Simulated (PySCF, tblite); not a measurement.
# C₅H₁₀FPSeSi: geometry, infrared bands and NMR shifts

Wanted: the infrared bands and NMR shifts of C₅H₁₀FPSeSi (`FC1=CC[P@](=[Se])(C[SiH3])C1`), by calculation.

Programs: tblite 0.8.0 and PySCF 2.14.0, with density-fitted response routines of our own. Each step states its level of theory. These are calculated values for one molecule in the gas phase, unless marked as measured. Atoms are numbered from 0 throughout.

### 1 The molecule as given

19 atoms, charge 0, multiplicity 1; geometry from: force field or distance geometry start.

Bonds of the start (Å): F0–C1 1.39, C1–C2 1.29, C2–C3 1.48, C3–P4 1.84, P4–Se5 2.00, P4–C6 1.78, C6–Si7 1.87, P4–C8 1.80, C8–C1 1.48, C2–H9 1.12, C3–H10 1.10, C3–H11 1.10, C6–H12 1.11, C6–H13 1.13, Si7–H14 1.47, Si7–H15 1.47, Si7–H16 1.48, C8–H17 1.12, C8–H18 1.12.

### 2 Geometry optimisation with GFN2-xTB

The job: settings as JSON, then the geometry in Å.

```
{"job": {"kind": "relax", "xc": "GFN2-xTB", "basis": "xTB"}, "charge": 0, "multiplicity": 1}
F     -3.637800     0.462000     0.783700
C     -2.324000     0.171700     0.441200
C     -1.991000    -0.944500    -0.112800
C     -0.554800    -1.109300    -0.420600
P     -0.037200     0.650600    -0.479500
Se    -0.898000     1.225300    -2.195800
C      1.649600     0.901700     0.014500
Si     2.474200    -0.634400     0.687500
C     -1.249400     1.128500     0.767700
H     -2.730700    -1.735900    -0.377200
H     -0.404800    -1.560800    -1.410100
H     -0.020100    -1.600600     0.411400
H      2.250200     1.199000    -0.876100
H      1.770000     1.755900     0.740300
H      1.661100    -1.218600     1.764300
H      3.766500    -0.196200     1.222400
H      2.688600    -1.619500    -0.395800
H     -0.850900     0.941800     1.793900
H     -1.571400     2.192500     0.663800
```

Run with:

```sh
$ OMP_NUM_THREADS=1 python probes_run.py task.json out
```

This one command runs all jobs of the session in turn.

What it wrote:

```text
step      E/eV     max force
  0    -760.40922    3.342
  1    -760.71629    2.383
  2    -760.84520    1.089
  3    -760.92044    0.788
  4    -761.00528    0.605
  5    -761.03186    0.592
  6    -761.06586    0.526
  7    -761.08591    0.432
  8    -761.10688    0.320
  9    -761.12856    0.422
 10    -761.14982    0.337
 11    -761.16295    0.229
 12    -761.17074    0.187
 13    -761.17735    0.176
 14    -761.18315    0.169
 15    -761.18793    0.158
 16    -761.19210    0.130
 17    -761.19591    0.132
 18    -761.19913    0.140
 19    -761.20167    0.108
 20    -761.20376    0.101
 21    -761.20576    0.101
 22    -761.20774    0.124
 23    -761.20956    0.126
 24    -761.21125    0.105
 25    -761.21307    0.111
 26    -761.21513    0.113
 27    -761.21719    0.100
 28    -761.21912    0.112
 29    -761.22109    0.120
 30    -761.22318    0.102
 31    -761.22511    0.116
 32    -761.22666    0.092
 33    -761.22799    0.085
 34    -761.22932    0.088
 35    -761.23054    0.083
 36    -761.23144    0.059
 37    -761.23204    0.057
 38    -761.23253    0.058
 39    -761.23297    0.047
 40    -761.23332    0.050
 41    -761.23360    0.044
 42    -761.23392    0.050
 43    -761.23441    0.064
 44    -761.23507    0.074
 45    -761.23570    0.055
 46    -761.23613    0.057
 47    -761.23649    0.059
 48    -761.23699    0.085
 49    -761.23777    0.101
 50    -761.23865    0.076
 51    -761.23927    0.048
 52    -761.23966    0.047
 53    -761.24003    0.066
 54    -761.24046    0.071
 55    -761.24095    0.055
 56    -761.24140    0.045
 57    -761.24184    0.050
 58    -761.24234    0.066
 59    -761.24293    0.067
 60    -761.24355    0.052
 61    -761.24414    0.048
 62    -761.24469    0.060
 63    -761.24520    0.051
 64    -761.24565    0.058
 65    -761.24604    0.038
 66    -761.24643    0.033
 67    -761.24672    0.036
 68    -761.24706    0.037
 69    -761.24733    0.037
 70    -761.24759    0.033
 71    -761.24790    0.038
 72    -761.24822    0.037
 73    -761.24850    0.035
 74    -761.24877    0.043
 75    -761.24909    0.049
 76    -761.24962    0.063
 77    -761.25062    0.073
 78    -761.25176    0.090
 79    -761.25301    0.097
 80    -761.25423    0.116
 81    -761.25586    0.135
 82    -761.25813    0.142
 83    -761.26222    0.284
 84    -761.26482    0.181
 85    -761.26972    0.127
 86    -761.27146    0.295
 87    -761.27676    0.103
 88    -761.28004    0.123
 89    -761.28523    0.136
 90    -761.28683    0.134
 91    -761.28846    0.117
 92    -761.29079    0.138
 93    -761.29494    0.195
 94    -761.29675    0.160
 95    -761.30154    0.167
 96    -761.30326    0.101
 97    -761.30512    0.125
 98    -761.30659    0.111
 99    -761.30980    0.134
100    -761.31134    0.091
101    -761.31199    0.093
102    -761.31240    0.042
103    -761.31270    0.036
104    -761.31311    0.041
105    -761.31359    0.048
106    -761.31404    0.053
107    -761.31445    0.041
108    -761.31494    0.042
109    -761.31544    0.043
110    -761.31598    0.049
111    -761.31652    0.046
112    -761.31708    0.048
113    -761.31764    0.048
114    -761.31820    0.059
115    -761.31878    0.059
116    -761.31942    0.070
117    -761.32018    0.085
118    -761.32099    0.088
119    -761.32184    0.065
120    -761.32252    0.071
121    -761.32315    0.055
122    -761.32367    0.076
123    -761.32446    0.078
124    -761.32574    0.094
125    -761.32768    0.110
126    -761.32996    0.194
127    -761.32879    0.237
128    -761.33421    0.114
129    -761.33623    0.064
130    -761.33732    0.188
131    -761.33919    0.120
132    -761.33980    0.068
133    -761.34110    0.062
134    -761.34209    0.146
135    -761.34372    0.105
136    -761.34536    0.067
137    -761.34650    0.067
138    -761.34765    0.069
139    -761.34892    0.081
140    -761.35042    0.081
141    -761.35183    0.072
142    -761.35311    0.069
143    -761.35408    0.081
144    -761.35489    0.067
145    -761.35583    0.074
146    -761.35717    0.067
147    -761.35856    0.066
148    -761.35945    0.066
149    -761.36017    0.061
150    -761.36088    0.061
151    -761.36167    0.053
152    -761.36240    0.045
153    -761.36298    0.052
154    -761.36341    0.050
155    -761.36375    0.040
156    -761.36405    0.036
157    -761.36425    0.030
158    -761.36446    0.033
159    -761.36469    0.040
160    -761.36492    0.038
161    -761.36514    0.037
162    -761.36534    0.030
163    -761.36550    0.031
164    -761.36562    0.028
165    -761.36573    0.026
166    -761.36583    0.020
167    -761.36593    0.021
168    -761.36602    0.020
169    -761.36611    0.022
170    -761.36620    0.023
171    -761.36628    0.021
172    -761.36637    0.017
173    -761.36645    0.018
174    -761.36656    0.025
175    -761.36671    0.031
176    -761.36690    0.033
177    -761.36713    0.029
178    -761.36735    0.029
179    -761.36754    0.027
180    -761.36772    0.030
181    -761.36788    0.031
182    -761.36803    0.025
183    -761.36814    0.022
184    -761.36822    0.017
185    -761.36827    0.015
186    -761.36831    0.015
187    -761.36835    0.014
188    -761.36839    0.014
189    -761.36842    0.013
190    -761.36844    0.008
```

It took 9.6 s on 1 thread of Intel Xeon at 2.50GHz, shared host; peak memory 0.18 GiB.

Relaxation path: (not every step is listed)

```
step  energy from step 0 (eV)  largest force (eV/Å)
   0                   0.0000                3.3416
   1                  -0.3071                2.3832
   2                  -0.4360                1.0891
   3                  -0.5112                0.7883
   4                  -0.5961                0.6047
   5                  -0.6226                0.5924
   6                  -0.6566                0.5261
   7                  -0.6767                0.4317
   8                  -0.6977                0.3196
  25                  -0.8039                0.1109
  42                  -0.8247                0.0505
  59                  -0.8337                0.0675
  76                  -0.8404                0.0631
  93                  -0.8857                0.1945
 110                  -0.9068                0.0495
 127                  -0.9196                0.2373
 144                  -0.9457                0.0672
 161                  -0.9559                0.0370
 178                  -0.9581                0.0290
 185                  -0.9591                0.0154
 186                  -0.9591                0.0148
 187                  -0.9591                0.0139
 188                  -0.9592                0.0144
 189                  -0.9592                0.0126
 190                  -0.9592                0.0078
```

Distances of close pairs at the start and the end, largest changes first:

```
  bond  before (Å)  after (Å)  change (Å)
P4–Se5       2.004      2.086      +0.082
 P4–C6       1.775      1.825      +0.049
 P4–C8       1.804      1.852      +0.048
 F0–C1       1.388      1.345      -0.044
C6–Si7       1.869      1.912      +0.043
 C2–H9       1.115      1.077      -0.038
 C1–C2       1.290      1.324      +0.034
C6–H13       1.127      1.094      -0.033
```

The final coordinates are the input of the step that follows.

### 3 Vibrational analysis with GFN2-xTB

The job: settings as JSON, then the geometry in Å.

```
{"job": {"kind": "ir", "xc": "GFN2-xTB", "basis": "xTB"}, "charge": 0, "multiplicity": 1}
F     -2.224642    -0.455069     2.114715
C     -1.619094    -0.263496     0.929459
C     -1.365171    -1.246260     0.079700
C     -0.697389    -0.836384    -1.191449
P     -0.076870     0.876948    -0.847187
Se    -0.242458     2.246723    -2.411429
C      1.587892     0.692680    -0.123435
Si     1.820448    -0.554439     1.307220
C     -1.228963     1.133646     0.580100
H     -1.636625    -2.272883     0.260265
H     -1.409648    -0.785089    -2.022266
H      0.112281    -1.508228    -1.487031
H      2.239062     0.438271    -0.964593
H      1.875049     1.699687     0.193052
H      0.973934    -0.178979     2.436959
H      3.232255    -0.457877     1.673660
H      1.504990    -1.902053     0.835620
H     -0.763755     1.662252     1.415690
H     -2.091099     1.719801     0.243816
```

What it wrote:

```text
mode    cm-1     km/mol
  1      56.3      5.66
  2      74.8      2.04
  3     103.8      2.10
  4     130.0      3.62
  5     159.3      0.47
  6     174.8      2.23
  7     199.4      0.98
  8     223.8      1.86
  9     271.4      0.30
 10     307.9      5.24
 11     370.0      3.91
 12     435.1      0.07
 13     504.9     23.40
 14     518.0     12.47
 15     544.1     28.77
 16     593.6     72.79
 17     665.8     16.05
 18     677.3     59.94
 19     720.3     78.15
 20     750.2     20.80
 21     763.4    159.75
 22     767.6     56.76
 23     773.5     42.51
 24     788.9    191.25
 25     789.9    515.19
 26     804.0     43.28
 27     844.5     36.66
 28     891.2     26.48
 29    1007.4      2.56
 30    1018.3      7.59
 31    1046.2      7.19
 32    1070.5      3.33
 33    1124.9     65.57
 34    1135.6     89.72
 35    1193.1    125.26
 36    1199.8     23.55
 37    1266.7    127.97
 38    1405.4     11.88
 39    1408.7      4.86
 40    1416.1      8.61
 41    1721.0     48.17
 42    2282.4    199.18
 43    2291.0    291.80
 44    2295.4    225.28
 45    2918.4      6.76
 46    2924.4      6.87
 47    2932.3      6.99
 48    2943.5      3.25
 49    2950.8      8.40
 50    2957.5      4.32
 51    3116.9     12.46
```

It took 6.6 s on 1 thread of Intel Xeon at 2.50GHz, shared host; peak memory 0.18 GiB.

The strongest bands and the atoms that carry them (share of the mass-weighted mode):

```
cm⁻¹  km/mol                         atoms
 763   159.8            H16 36 %, H14 35 %
 789   191.2            H15 25 %, H16 16 %
 790   515.2  H14 26 %, H15 21 %, Si7 10 %
1193   125.3              C3 23 %, C2 22 %
1267   128.0     C1 46 %, H9 23 %, C8 13 %
2282   199.2                      H16 95 %
2291   291.8                      H15 97 %
2295   225.3                      H14 95 %
```

### 4 NMR shieldings: PBE0/pcSseg-1

Settings changed since step 3:

```diff
@@ -1,2 +1,2 @@
-{"job": {"kind": "ir", "xc": "GFN2-xTB", "basis": "xTB"}, "charge": 0, "multiplicity": 1}
+{"job": {"kind": "nmr", "xc": "PBE0", "basis": "pcSseg-1"}, "charge": 0, "multiplicity": 1}
 F     -2.224642    -0.455069     2.114715
```

Method: GIAO PBE0/pcSseg-1 NMR shielding, non-relativistic, gas phase.

What it wrote:

```text
coarse grid: 76080 points
cycle   1  E = -3327.5408594982  dE =  2.562e-01  |g| = 8.339e-01  |ddm| = 4.259e+00
cycle   2  E = -3327.4973054814  dE =  4.355e-02  |g| = 7.892e-01  |ddm| = 1.694e+00
cycle   3  E = -3327.6083453362  dE = -1.110e-01  |g| = 2.839e-01  |ddm| = 1.227e+00
cycle   4  E = -3327.6249255343  dE = -1.658e-02  |g| = 5.943e-02  |ddm| = 3.650e-01
cycle   5  E = -3327.6256254406  dE = -6.999e-04  |g| = 1.842e-02  |ddm| = 8.608e-02
cycle   6  E = -3327.6257125359  dE = -8.710e-05  |g| = 3.926e-03  |ddm| = 3.051e-02
cycle   7  E = -3327.6257159312  dE = -3.395e-06  |g| = 1.421e-03  |ddm| = 5.697e-03
final grid: 158296 points
cycle   8  E = -3327.6257647279  dE =  3.304e-07  |g| = 2.040e-03  |ddm| = 4.008e-03
cycle   9  E = -3327.6257636577  dE =  1.070e-06  |g| = 3.108e-03  |ddm| = 4.513e-03
cycle  10  E = -3327.6257655594  dE = -1.902e-06  |g| = 2.894e-04  |ddm| = 2.823e-03
cycle  11  E = -3327.6257655774  dE = -1.802e-08  |g| = 3.771e-05  |ddm| = 3.217e-04
cycle  12  E = -3327.6257655777  dE = -3.147e-10  |g| = 1.081e-05  |ddm| = 5.033e-05
converged SCF energy = -3327.6257655777

GIAO shielding tensors (ppm)
atom      isotropic    diamagn.    paramagn.     s11        s22        s33       span
  0 F      273.518     473.212    -199.694    170.666    283.013    366.874    196.208
  1 C       18.785     253.478    -234.693    -77.038     56.675     76.718    153.756
  2 C       76.404     259.774    -183.369    -19.131    102.111    146.233    165.364
  3 C      143.696     255.782    -112.086    115.684    141.364    174.041     58.357
  4 P      264.715     963.503    -698.788    162.545    221.769    409.831    247.286
  5 Se    2004.174    2999.558    -995.384   1856.538   1930.198   2225.787    369.249
  6 C      165.444     258.549     -93.106    149.079    155.424    191.828     42.749
  7 Si     425.511     879.456    -453.945    407.591    415.901    453.041     45.450
  8 C      142.893     259.021    -116.127    118.853    139.304    170.523     51.670
  9 H       26.346      31.062      -4.716     23.784     25.650     29.603      5.819
 10 H       28.643      30.796      -2.153     24.334     28.118     33.478      9.144
 11 H       28.980      32.431      -3.451     26.280     27.285     33.375      7.095
 12 H       30.267      31.021      -0.754     25.425     29.677     35.701     10.277
 13 H       30.188      30.851      -0.663     25.512     29.575     35.477      9.965
 14 H       27.916      29.690      -1.773     23.770     27.891     32.088      8.317
 15 H       27.698      28.311      -0.613     23.562     25.169     34.364     10.802
 16 H       27.897      29.861      -1.965     23.880     27.448     32.362      8.481
 17 H       28.927      32.048      -3.121     26.492     27.531     32.758      6.266
 18 H       28.526      30.224      -1.698     24.244     28.342     32.992      8.748
```

It took 4.6 min on 1 thread of Intel Xeon at 2.50GHz, shared host; peak memory 1.1 GiB.

Shifts follow as δ = σ(reference) − σ, with reference shieldings (ppm) from runs at the same level and on the same kind of geometry: 1H TMS 31.72, 13C TMS 186.9, 29Si TMS 349.2, 19F CFCl3 170.9, 31P H3PO4 318.4, 77Se Me2Se 1758. The references are single molecules in the gas phase, so shifts against H2O, NH3, PH3, H3PO4 or CFCl3 are not on the usual liquid scales and can be off by tens of ppm. Atoms listed in one row are averaged.

```
        atoms                                         environment  σ (ppm)  δ (ppm)
           C1                     fully substituted alkene carbon     18.8    168.1
           C2                                           alkene CH     76.4    110.5
           C8                         allylic sp3 CH2 bonded to P    142.9     44.0
           C3                         allylic sp3 CH2 bonded to P    143.7     43.2
           C6                          sp3 CH2 bonded to P and Si    165.4     21.5
           H9                            hydrogen on an alkene CH    26.35     5.37
H14, H15, H16                   hydrogen on a silicon bonded to C    27.84     3.88
          H18          hydrogen on an allylic sp3 CH2 bonded to P    28.53     3.19
          H10          hydrogen on an allylic sp3 CH2 bonded to P    28.64     3.07
          H17          hydrogen on an allylic sp3 CH2 bonded to P    28.93     2.79
          H11          hydrogen on an allylic sp3 CH2 bonded to P    28.98     2.74
          H13           hydrogen on an sp3 CH2 bonded to P and Si    30.19     1.53
          H12           hydrogen on an sp3 CH2 bonded to P and Si    30.27     1.45
           F0                                    vinylic fluorine    273.5   -102.6
           P4  phosphorus bonded to 3 C, Se, in a 5-membered ring    264.7     53.7
          Se5                                selenium bonded to P     2004     -246
          Si7                            silicon bonded to C, 3 H    425.5    -76.4
```

The run also stored atomic charges by several schemes (e):

```
atoms  Mulliken    IAO  Hirshfeld  ESP fit
   F0     -0.27  -0.26      -0.08    -0.22
   C1      0.24   0.28       0.09     0.30
   C2     -0.19  -0.22      -0.07    -0.29
   C3     -0.31  -0.48      -0.11     0.07
   P4      0.41   1.02       0.33    -0.13
  Se5     -0.41  -0.57      -0.33    -0.30
   C6     -0.65  -0.77      -0.20    -0.25
  Si7      0.50   0.60       0.31     0.51
   C8     -0.36  -0.51      -0.12    -0.04
```

Mayer bond orders: F0–C1 0.94, C1–C2 1.82, C2–C3 0.99, C3–P4 0.89, P4–Se5 1.61, P4–C6 0.95, C6–Si7 0.86, P4–C8 0.88, C8–C1 1.03.

Ring of atoms C1, C2, C3, P4, C8: NICS(0) -5.2, NICS(1) -3.4, NICS(1)zz -2.9 ppm (means of both faces; NICS(1) differs between them: -4.9 and -2.0).

The two faces differ (NICS(1)zz -6.0 and 0.2 ppm).

### 5 What came out

```
                                                              quantity                                               value
                             strongest single infrared mode (GFN2-xTB)                                790 cm⁻¹, 515 km/mol
                                          zero-point energy (GFN2-xTB)                                       82.2 kcal/mol
                                13C shifts against TMS (PBE0/pcSseg-1)                  168.1, 110.5, 44.0, 43.2, 21.5 ppm
1H shifts against TMS (PBE0/pcSseg-1, means over atoms taken as alike)  5.37, 3.88, 3.19, 3.07, 2.79, 2.74, 1.53, 1.45 ppm
                              19F shifts against CFCl3 (PBE0/pcSseg-1)                                          -102.6 ppm
                              31P shifts against H3PO4 (PBE0/pcSseg-1)                                            53.7 ppm
                             77Se shifts against Me2Se (PBE0/pcSseg-1)                                            -246 ppm
                               29Si shifts against TMS (PBE0/pcSseg-1)                                           -76.4 ppm
```

In words: Over 190 steps the energy fell by 0.959 eV; of the close pairs, P4–Se5 changed most, 2.004 to 2.086 Å. All 51 modes are real, so the xTB geometry is a minimum. Unscaled tight-binding wavenumbers are off by several per cent, some by more. Its intensities can rank the bands wrongly. H9 (hydrogen on an alkene CH) lies farthest downfield among hydrogen, at 5.37 ppm; attached to an sp2 carbon and in the plane of the double bond. At PBE0/pcSseg-1: The widest tensor belongs to Se5: span 369 ppm, with a paramagnetic part of -995 ppm. Spin-orbit coupling is left out, which matters for shieldings and couplings at and beside the heavy atoms.
